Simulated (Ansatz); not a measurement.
# SrSmBr4: the cost of one run

Program: Ansatz 0.2.0. Level of theory: DFT PBE, scalar-relativistic, plane waves, PAW; 4f electrons in the core of a trivalent norm-conserving potential. These are calculated values, not measurements.

## (1) The system as given

Symmetry: F-43m, No. 216, cubic system. The conventional cell has a = 9.481 Å, b = 9.481 Å, c = 9.481 Å, α = 90.00°, β = 90.00°, γ = 90.00°. Sr (site symmetry -43m) is surrounded by 12 Br at 3.93 Å and 4 Sm at 4.11 Å. Around Sm (site symmetry -43m) lie 12 Br at 3.93 Å and 4 Sr at 4.11 Å. Br (site symmetry 3m) is surrounded by 6 Br at 3.35 Å and 3 Sr at 3.93 Å and 3 Sm at 3.93 Å.

Structure file:

```xyz
6
Lattice="0.0000 4.7404 4.7404 4.7404 0.0000 4.7404 4.7404 4.7404 0.0000" Properties=species:S:1:pos:R:3 pbc="T T T"
Sr    7.1106    7.1106    7.1106
Sm    0.0000    0.0000    0.0000
Br    5.9255    5.9255    3.5553
Br    5.9255    3.5553    5.9255
Br    3.5553    5.9255    5.9255
Br    3.5553    3.5553    3.5553
```

Recipe of the guess: species swapped into a database cell of ZrZnNi4 (F-43m, No. 216), with Sm on the Zr sites, Sr on the Zn sites and Br on the Ni sites. Lengths come from tabulated atomic sizes and are only a guess.

## (2) Probe: one point on a coarse mesh

input.yaml

```yaml
crystal:
  lattice:
    - [0.0, 4.7403765, 4.7403765]
    - [4.7403765, 0.0, 4.7403765]
    - [4.7403765, 4.7403765, 0.0]
  atoms:
    - { symbol: Sr, position: [0.75, 0.75, 0.75] }
    - { symbol: Sm, position: [0.0, 0.0, 0.0] }
    - { symbol: Br, position: [0.375, 0.375, 0.875] }
    - { symbol: Br, position: [0.375, 0.875, 0.375] }
    - { symbol: Br, position: [0.875, 0.375, 0.375] }
    - { symbol: Br, position: [0.375, 0.375, 0.375] }
basis:
  ecutwfc: 690
kpoints:
  mp_grid: { grid: [4, 4, 4] }
hamiltonian:
  xc: pbe
  pseudopotentials:
    kind: paw
    azcp: { Sm: "pseudopotentials/pbe/nc/lanthanide_3plus/Sm.nc.azcp" }
scf:
  occupations: { method: gaussian, width: 0.1 }
  lower_state_search: "off"
output:
  forces: true
  stress: true
  eigenvalues: true
```

Command:

```bash
> ansatz run input.yaml --threads 1 --pin off --max-ram 2560MiB --backend cpu --events-out ev --progress --plain --runs-dir out
```

What time and memory should one allow on 1 thread of AMD EPYC (Zen 3), shared host?

About 25 s, with a peak of 0.53 GiB.
